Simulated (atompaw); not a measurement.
# Ag: generating and testing a PAW (atompaw) potential

Task: generate the file, and judge it by its logarithmic derivatives, its ghosts and its cutoff.

The numbers are computed with atompaw 4.2.0.5 (PBE, scalar-relativistic, spin-unpolarised reference atom).

## Step 1: The design

The settings as typed:

```
element                 : silver (Ag, Z = 47)
type                    : PAW
frozen core             : [Kr]
valence charge          : 11
reference configuration : 4d9 5s2 5p0
partial waves           : 5s (bound); 5s channel at 2.5 Ry; 5p (bound, empty); 5p channel at 2.7 Ry; 4d (bound); 4d channel at 0.05 Ry
local potential         : ultrasoft scheme with l = 3 at 0 Ry, radius 1.95 bohr
core correction         : smooth core density matched at 1.80 bohr
augmentation charge     : gaussian compensation charge, radius 2.60 bohr; PAW radius 2.85 bohr; waves and projectors: bloechl
```

The outer shells as boxes (Hund's rule for the drawing; the calculation is spin-unpolarised):

```
[Kr] core
4d [↑↓][↑↓][↑↓][↑↓][↑ ]
5s [↑↓]
5p [  ][  ][  ]
```

An earlier all-electron run gives the scale for the radii.

All-electron outer shells of the reference configuration (PBE, scalar-relativistic, ld1.x):

| shell | level (eV) | outermost node (bohr) | outermost maximum (bohr) |
| --- | --- | --- | --- |
| 4s | -99.20 | 0.44 | 0.82 |
| 4p | -62.55 | 0.44 | 0.87 |
| 4d | -10.71 | 0.43 | 1.03 |
| 5s | -5.55 | 1.10 | 2.40 |
| 5p | -1.23 | 1.24 | 3.40 |

## Step 2: Generation

The input, Ag.input:

```
Ag 47
GGA-PBE scalarrelativistic loggrid 1500 logderivrange -3 5 201
5 5 4 0 0 0
5 1 0
4 2 9
0 0 0
c
c
c
c
v
c
c
c
v
c
v
2
2.85 2.60 1.95 1.80
y
2.5
n
y
2.7
n
y
0.05
n
bloechl gaussian
3 0 ultrasoft
PWSCFOUT
UPFDX 0.0125d0 UPFXMIN -7.d0 UPFZMESH 47.d0
END
```

On the command line:

```
$ atompaw < Ag.input > Ag.log
```

What does the calculation give? Wanted: cutoffs for 10 and 1 mRy, occupied levels; bound ghosts; largest phase difference near zero energy, channels read; lowest eigenvalue of the overlap; share of valence orbitals outside the PAW sphere; UPF file.

**Answer**, as computed:

```
                                                quantity                     value
               cutoffs for 10 and 1 mRy, occupied levels           40 Ry and 50 Ry
                                            bound ghosts            s at -12.70 eV
largest phase difference near zero energy, channels read                 0.027 rad
         lowest eigenvalue of the overlap (Bessel basis)                 0.215 (s)
        share of valence orbitals outside the PAW sphere  5s 47 %, 5p 81 %, 4d 3 %
                                                UPF file                   written
```

What this shows: It has a bound ghost (s), a state that the atom doesn't have, and that rules the file out. It counts as of middling hardness, with 40 Ry needed at the looser tolerance. The slowest occupied level is 4d: taken alone it needs 40 Ry to come within 1 mRy, against 21 Ry for 5s. Near zero energy the phases of the channels with partial waves agree within 0.027 rad. The pseudo curves have a pole with no partner nearby in the atom's: s at -0.94 Ry. These are tests on the free atom; a crystal test is still owed.
